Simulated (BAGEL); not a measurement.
**GeSiH5F (SMILES [F][GeH2][SiH3]) at 3 levels**

Aim: a comparison of 3 runs (B3LYP/6-31G*, PBE0/6-31G*, RI-MP2/6-31G*) of GeSiH5F. 

The calculation is run with BAGEL 1.2.2.

3 further runs of the same task are left out: 1 that didn't finish, 2 set aside as unsound or not needed.

## 1. The system as given

GeSiH5F: 8 atoms, total charge 0, spin state singlet. As SMILES, `[F][GeH2][SiH3]`. Geometry: relaxed at PBE0-D4/def2-TZVP.

Bond lengths: F1–Ge2 1.751 Å, Ge2–Si3 2.384 Å, Ge2–H4 1.539 Å, Ge2–H5 1.539 Å, Si3–H6 1.484 Å, Si3–H7 1.487 Å, Si3–H8 1.484 Å. Some angles: F1–Ge2–Si3 106.5°, F1–Ge2–H4 105.4°, F1–Ge2–H5 105.4°, Si3–Ge2–H4 114.3°, Si3–Ge2–H5 114.3°, Ge2–Si3–H6 109.6°, Ge2–Si3–H7 108.6°, Ge2–Si3–H8 109.6°, H4–Ge2–H5 110.1°, H6–Si3–H7 109.5°.

## 2. A single-point energy at B3LYP/6-31G(d) (density fitting with qzvpp-jkfit, spherical functions) (run 1)

Contents of input.json:

```json
{ "bagel" : [

{
  "title" : "molecule",
  "basis" : "6-31gs.json",
  "df_basis" : "qzvpp-jkfit",
  "angstrom" : true,
  "geometry" : [
    { "atom" : "F", "xyz" : [   -2.004400,    1.117400,   -0.231100 ] },
    { "atom" : "Ge", "xyz" : [   -0.457300,    0.603500,   -0.870600 ] },
    { "atom" : "Si", "xyz" : [    0.596000,   -0.672200,    0.846600 ] },
    { "atom" : "H", "xyz" : [   -0.786700,   -0.198700,   -2.142400 ] },
    { "atom" : "H", "xyz" : [    0.284000,    1.901000,   -1.239500 ] },
    { "atom" : "H", "xyz" : [    0.792000,    0.176100,    2.048900 ] },
    { "atom" : "H", "xyz" : [    1.917000,   -1.138600,    0.347700 ] },
    { "atom" : "H", "xyz" : [   -0.248200,   -1.845400,    1.184800 ] }
  ]
},
{ "title" : "ks", "xc_func" : "b3lyp", "charge" : 0 },
{ "title" : "print", "file" : "orbitals.molden", "orbitals" : true }

]}
```

The basis set 6-31G* is read from a file made from the Basis Set Exchange's data (not shown).

Started as:

```bash
$ BAGEL_NUM_THREADS=1 BAGEL input.json > input.out
```

Standard output:

```text
* using 1 threads per process

  ===============================================================
  ===============================================================

  *** Geometry ***

  { "atom" : "F", "xyz" : [     -3.787767,      2.111580,     -0.436716 ] },
  { "atom" : "Ge", "xyz" : [     -0.864172,      1.140450,     -1.645196 ] },
  { "atom" : "Si", "xyz" : [      1.126277,     -1.270274,      1.599842 ] },
  { "atom" : "H", "xyz" : [     -1.486648,     -0.375489,     -4.048549 ] },
  { "atom" : "H", "xyz" : [      0.536682,      3.592369,     -2.342316 ] },
  { "atom" : "H", "xyz" : [      1.496663,      0.332781,      3.871860 ] },
  { "atom" : "H", "xyz" : [      3.622605,     -2.151642,      0.657058 ] },
  { "atom" : "H", "xyz" : [     -0.469030,     -3.487301,      2.238948 ] },

  Number of auxiliary basis functions:      561

  Since a DF basis is specified, we compute 2- and 3-index integrals:
    o Being stored without compression. Storage requirement is 0.025 GB

  Number of basis functions:       74
  Number of electrons      :       60

    * METHOD: MOLECULE                             0.34

  *** Kohn-Sham DFT ***

    * Removing 12809 points whose weight is below 1.00e-10
    * Grid points: 106439

  === Nuclear Repulsion ===
   272.6403222070

       - DIIS with orbital gradients will be used.

  === KS iteration (b3lyp / 6-31gs.json) ===
      0      -2377.46174364          0.11183936           0.39
      1      -2172.56014711          0.19452352           0.35
      2      -2255.73808968          0.09649438           0.35
      3      -2308.34811794          0.21211656           0.36
      4      -2353.55737232          0.15039881           0.35
      5      -2358.19454982          0.14834756           0.36
[... 18 lines of this table left out ...]
     24      -2469.12337103          0.00000002           0.35
     25      -2469.12337103          0.00000001           0.35
    * SCF iteration converged.

    * Permanent dipole moment:
           (   -0.762031,     0.317017,     0.166182) a.u.

    * METHOD: KS                                   9.78

    * METHOD: PRINT                                0.01

  ===============================================================
```

Run time: 11 s. Hardware: 1 thread of Arm Neoverse V1, shared host; peak memory 0.43 GiB.

## 3. The energy at PBE0/6-31G(d) (density fitting with qzvpp-jkfit, spherical functions) (run 2)

Contents of job.json:

```json
{ "bagel" : [

{
  "title" : "molecule",
  "basis" : "6-31gs.json",
  "df_basis" : "qzvpp-jkfit",
  "angstrom" : "true",
  "geometry" : [
    { "atom" : "F", "xyz" : [      -2.004400,       1.117400,      -0.231100 ] },
    { "atom" : "Ge", "xyz" : [      -0.457300,       0.603500,      -0.870600 ] },
    { "atom" : "Si", "xyz" : [       0.596000,      -0.672200,       0.846600 ] },
    { "atom" : "H", "xyz" : [      -0.786700,      -0.198700,      -2.142400 ] },
    { "atom" : "H", "xyz" : [       0.284000,       1.901000,      -1.239500 ] },
    { "atom" : "H", "xyz" : [       0.792000,       0.176100,       2.048900 ] },
    { "atom" : "H", "xyz" : [       1.917000,      -1.138600,       0.347700 ] },
    { "atom" : "H", "xyz" : [      -0.248200,      -1.845400,       1.184800 ] }
  ]
},

{
  "title" : "ks",
  "xc_func" : "pbe0"
},

{
  "title" : "print",
  "file" : "orbitals.molden",
  "orbitals" : "true"
}

]}
```

The basis set 6-31G* is read from a file made from the Basis Set Exchange's data (not shown).

Started as:

```bash
$ BAGEL_NUM_THREADS=1 BAGEL job.json > job.out
```

Standard output:

```text
* using 1 threads per process

  ===============================================================
  ===============================================================

  *** Geometry ***

  { "atom" : "F", "xyz" : [     -3.787767,      2.111580,     -0.436716 ] },
  { "atom" : "Ge", "xyz" : [     -0.864172,      1.140450,     -1.645196 ] },
  { "atom" : "Si", "xyz" : [      1.126277,     -1.270274,      1.599842 ] },
  { "atom" : "H", "xyz" : [     -1.486648,     -0.375489,     -4.048549 ] },
  { "atom" : "H", "xyz" : [      0.536682,      3.592369,     -2.342316 ] },
  { "atom" : "H", "xyz" : [      1.496663,      0.332781,      3.871860 ] },
  { "atom" : "H", "xyz" : [      3.622605,     -2.151642,      0.657058 ] },
  { "atom" : "H", "xyz" : [     -0.469030,     -3.487301,      2.238948 ] },

  Number of auxiliary basis functions:      561

  Since a DF basis is specified, we compute 2- and 3-index integrals:
    o Being stored without compression. Storage requirement is 0.025 GB

  Number of basis functions:       74
  Number of electrons      :       60

    * METHOD: MOLECULE                             0.34

  *** Kohn-Sham DFT ***

    * Removing 12809 points whose weight is below 1.00e-10
    * Grid points: 106439

  === Nuclear Repulsion ===
   272.6403222070

       - DIIS with orbital gradients will be used.

  === KS iteration (pbe0 / 6-31gs.json) ===
      0      -2376.97009629          0.11180366           0.38
      1      -2172.58480492          0.19662787           0.34
      2      -2255.24829812          0.09435413           0.35
      3      -2218.79318366          0.17237828           0.34
      4      -2354.03525299          0.14477149           0.34
      5      -2358.89477641          0.14948252           0.34
[... 18 lines of this table left out ...]
     24      -2468.57052214          0.00000002           0.35
     25      -2468.57052214          0.00000001           0.35
    * SCF iteration converged.

    * Permanent dipole moment:
           (   -0.765851,     0.311682,     0.183152) a.u.

    * METHOD: KS                                   9.59

    * METHOD: PRINT                                0.01

  ===============================================================
```

It took 10 s on 1 thread of Arm Neoverse V1, shared host; peak memory 0.43 GiB.

## 4. A single-point energy at RI-MP2/6-31G(d) (density fitting with qzvpp-jkfit, spherical functions) (run 3)

Edit input.json of step 2 so:

```diff
@@ -18,4 +18,4 @@
 },
-{ "title" : "ks", "xc_func" : "b3lyp", "charge" : 0 },
-{ "title" : "print", "file" : "orbitals.molden", "orbitals" : true }
+{ "title" : "hf" },
+{ "title" : "mp2", "ncore" : 15 }
```

The basis set 6-31G* is read from a file made from the Basis Set Exchange's data (not shown).

Started as:

```bash
$ BAGEL_NUM_THREADS=1 BAGEL input.json > input.out
```

Standard output:

```text
* using 1 threads per process

  ===============================================================
  ===============================================================

  *** Geometry ***

  { "atom" : "F", "xyz" : [     -3.787767,      2.111580,     -0.436716 ] },
  { "atom" : "Ge", "xyz" : [     -0.864172,      1.140450,     -1.645196 ] },
  { "atom" : "Si", "xyz" : [      1.126277,     -1.270274,      1.599842 ] },
  { "atom" : "H", "xyz" : [     -1.486648,     -0.375489,     -4.048549 ] },
  { "atom" : "H", "xyz" : [      0.536682,      3.592369,     -2.342316 ] },
  { "atom" : "H", "xyz" : [      1.496663,      0.332781,      3.871860 ] },
  { "atom" : "H", "xyz" : [      3.622605,     -2.151642,      0.657058 ] },
  { "atom" : "H", "xyz" : [     -0.469030,     -3.487301,      2.238948 ] },

  Number of auxiliary basis functions:      561

  Since a DF basis is specified, we compute 2- and 3-index integrals:
    o Being stored without compression. Storage requirement is 0.025 GB

  Number of basis functions:       74
  Number of electrons      :       60

    * METHOD: MOLECULE                             0.34

  *** RHF ***

  === Nuclear Repulsion ===
   272.6403222070

      * DIIS with orbital gradients will be used.

  === RHF iteration (6-31gs.json) ===
      0      -2466.20348065          0.01734133           0.09
      1      -2466.29911369          0.01202342           0.08
      2      -2466.35825671          0.00131648           0.08
      3      -2466.35963147          0.00028100           0.08
      4      -2466.35966657          0.00008683           0.08
      5      -2466.35967134          0.00001853           0.08
      6      -2466.35967172          0.00000518           0.08
      7      -2466.35967175          0.00000130           0.08
      8      -2466.35967176          0.00000039           0.08
      9      -2466.35967176          0.00000017           0.08
     10      -2466.35967176          0.00000005           0.08
     11      -2466.35967176          0.00000002           0.08
     12      -2466.35967176          0.00000001           0.08
    * SCF iteration converged.

    * Permanent dipole moment:
           (   -0.885450,     0.360436,     0.211425) a.u.

    * METHOD: HF                                   1.34

  *** RHF ***

  === Nuclear Repulsion ===
   272.6403222070

      * DIIS with orbital gradients will be used.

  === RHF iteration (6-31gs.json) ===
      0      -2466.35967176          0.00000000           0.08
    * SCF iteration converged.

    * Permanent dipole moment:
           (   -0.885450,     0.360436,     0.211425) a.u.

  === DF-MP2 calculation ===

    * freezing 15 orbitals
    * 3-index integral transformation done
    * assembly done

      MP2 correlation energy:   -0.4977559816      0.03

      MP2 total energy:       -2466.8574277372

    * METHOD: MP2                                  0.22

  ===============================================================
```

It took 2 s on 1 thread of Arm Neoverse V1, shared host; peak memory 0.13 GiB.

## 5. The series

| run | level | frozen core orbitals | energy (Eh) | dipole moment (D) | HOMO energy (eV) | LUMO energy (eV) | wall time |
| --- | --- | --- | --- | --- | --- | --- | --- |
| 1 | B3LYP/6-31G* (density fitting with qzvpp-jkfit, spherical functions) | – | -2469.123371 | 2.14 | -8.04 | -0.57 | 11 s |
| 2 | PBE0/6-31G* (density fitting with qzvpp-jkfit, spherical functions) | – | -2468.570522 | 2.15 | -8.29 | -0.38 | 10 s |
| 3 | RI-MP2/6-31G* (density fitting with qzvpp-jkfit, spherical functions) | 15 | -2466.857428 | – | – | – | 2 s |

## 6. Summary of results

```
                                           quantity           value
                                run 3: total energy  -2466.85743 Eh
run 3: correlation energy (15 core orbitals frozen)      -497.8 mEh
```

Totals of different functionals can't be ranked against each other. All runs together took 23 s, the longest 11 s.
